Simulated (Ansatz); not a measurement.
# GeH5: the cost of one run

Program: Ansatz 0.2.0. Level of theory: UHF/def2-SVP. These are calculated values, not measurements.

### Step 1. The starting structure

Bond lengths: Ge1–H2 1.800 Å, Ge1–H3 1.550 Å, Ge1–H4 1.549 Å, Ge1–H5 1.549 Å. Angles: H2–Ge1–H3 109.5°, H2–Ge1–H4 109.5°, H2–Ge1–H5 109.5°, H3–Ge1–H4 109.5°, H3–Ge1–H5 109.5°, H4–Ge1–H5 109.5°.

Structure file:

```xyz
6

Ge    0.0000    0.0000    0.0000
H     0.0000    0.0000    1.8000
H     1.4616    0.0000   -0.5162
H    -0.7300    1.2648   -0.5162
H    -0.7300   -1.2648   -0.5162
H     0.0000    0.0000    2.7600
```

### Step 2. A restrained relaxation towards end A

Springs on the bonds that form and break draw the guess towards this end; the thresholds are loose.

The input, input.yaml:

```yaml
crystal:
  periodic: [false, false, false]
  atoms:
    - { symbol: Ge, position_ang: [0.0, 0.0, 0.0] }
    - { symbol: H, position_ang: [0.0, 0.0, 1.8] }
    - { symbol: H, position_ang: [1.4616, 0.0, -0.5162] }
    - { symbol: H, position_ang: [-0.73, 1.2648, -0.5162] }
    - { symbol: H, position_ang: [-0.73, -1.2648, -0.5162] }
    - { symbol: H, position_ang: [0.0, 0.0, 2.76] }
magnetization:
  spin_polarized: true
  initial_magnetization: 1
basis:
  gaussian: { orbitals: def2-SVP }
hamiltonian:
  xc: hf
relax:
  f_tol: 0.15
  max_steps: 25
  restrain:
    - { distance: [1, 5], at: 1.86, k: 30.0 }
    - { distance: [0, 1], at: 1.55, k: 30.0 }
```

Started as:

```bash
$ ansatz run input.yaml --threads 1 --pin off --max-ram 2048MiB --backend cpu --events-out ev --progress --plain --runs-dir out
```

Q: Estimate wall time and peak memory on 1 thread of Arm Neoverse V1, shared host.

About 4.1 s, with a peak of 0.11 GiB.
